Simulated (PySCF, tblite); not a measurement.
**C6H13GaN2: geometry, infrared bands and NMR shifts**

Aim: predict the infrared bands and NMR shifts of C6H13GaN2 (`C=C[N](C)[Ga@H-]([NH3+])[C]#CC`).

The runs use tblite 0.8.0 and PySCF 2.14.0, with density-fitted response routines of our own; the level of theory stands in each step. All values are computed, except where a source is named. Atoms are numbered from 0 throughout.

## 1. Starting geometry

22 atoms, charge 0, multiplicity 1; geometry from: force field or distance geometry start.

Bonds of the start (Å): C0–C1 1.33, C1–N2 1.44, N2–C3 1.46, N2–Ga4 1.92, Ga4–N5 1.90, Ga4–C6 1.97, C6–C7 1.21, C7–C8 1.47, C0–H9 1.08, C0–H10 1.09, C1–H11 1.09, C3–H12 1.08, C3–H13 1.12, C3–H14 1.14, Ga4–H15 1.63, N5–H16 1.03, N5–H17 1.05, N5–H18 1.04, C8–H19 1.10, C8–H20 1.09, C8–H21 1.12.

## 2. Geometry optimisation with GFN2-xTB

The job: settings as JSON, then the geometry in Å.

```
{"job": {"kind": "relax", "xc": "GFN2-xTB", "basis": "xTB"}, "charge": 0, "multiplicity": 1}
C     -3.304000    -0.565100     1.067900
C     -2.758600    -0.527200    -0.141000
N     -1.322700    -0.569200    -0.200800
C     -0.611500    -1.760300    -0.655400
Ga    -0.245300     0.948800     0.275300
N     -0.392000     2.381000    -0.970800
C      1.645300     0.393400     0.304900
C      2.802100     0.035700     0.349100
C      4.198500    -0.405500     0.415300
H     -4.379800    -0.539800     1.173800
H     -2.673700    -0.613800     1.960800
H     -3.365600    -0.485000    -1.045700
H     -1.034900    -2.182800    -1.551600
H      0.486100    -1.561600    -0.716600
H     -0.763200    -2.513500     0.181700
H     -0.747400     1.455200     1.735500
H     -1.330500     2.808600    -1.005900
H      0.253600     3.139700    -0.641400
H     -0.043900     2.138400    -1.918500
H      4.292100    -1.290800    -0.230700
H      4.835300     0.438600     0.148200
H      4.449600    -0.705400     1.465200
```

On the command line:

```
$ OMP_NUM_THREADS=1 python probes_run.py task.json out
```

The driver reads the jobs from task.json and runs them one after another.

**Question.** This job is followed by: GFN2-xTB harmonic vibrations, gas phase; GIAO PBE0/pcSseg-1 NMR shielding, non-relativistic, gas phase. Predict these results of the whole session: strongest single infrared mode (GFN2-xTB); zero-point energy (GFN2-xTB); ¹³C shifts against TMS (PBE0/pcSseg-1); ¹H shifts against TMS (PBE0/pcSseg-1, means over atoms taken as alike); ¹⁵N shifts against NH3 (PBE0/pcSseg-1); shieldings of Ga (PBE0/pcSseg-1).

As calculated:

```
                                                              quantity                                         value
                             strongest single infrared mode (GFN2-xTB)                         1726 cm⁻¹, 416 km/mol
                                          zero-point energy (GFN2-xTB)                                107.3 kcal/mol
                                ¹³C shifts against TMS (PBE0/pcSseg-1)       161.7, 111.9, 92.5, 77.9, 41.2, 6.3 ppm
¹H shifts against TMS (PBE0/pcSseg-1, means over atoms taken as alike)  6.82, 4.80, 3.92, 3.54, 3.11, 2.82, 2.03 ppm
                                ¹⁵N shifts against NH3 (PBE0/pcSseg-1)                                95.9, 23.5 ppm
                                      shieldings of Ga (PBE0/pcSseg-1)                                Ga4 1521.5 ppm
```

In words: Relaxing lowered the energy by 1.221 eV in 188 steps; the close pair that moved most is Ga4–N5, from 1.904 to 2.159 Å. The lowest mode is slightly imaginary (3i cm⁻¹), a soft motion within the noise of the Hessian, so the minimum is not strictly shown. The strongest single mode, at 1726 cm⁻¹, moves mainly H15. GFN2-xTB is a fitted tight-binding method: band positions and strengths are rough. Its intensities can rank the bands wrongly. C1 (alkene carbon bearing nitrogen) lies farthest downfield among carbon, at 161.7 ppm; an sp2 carbon further deshielded by the attached heteroatom. H11 (hydrogen on an alkene carbon bearing nitrogen) lies farthest downfield among hydrogen, at 6.82 ppm; attached to an sp2 carbon and in the plane of the double bond. At PBE0/pcSseg-1: Shielding is most anisotropic at C7 (span 301 ppm, paramagnetic term -201 ppm). Spin-orbit coupling is left out, which matters for shieldings and couplings at and beside the heavy atoms.
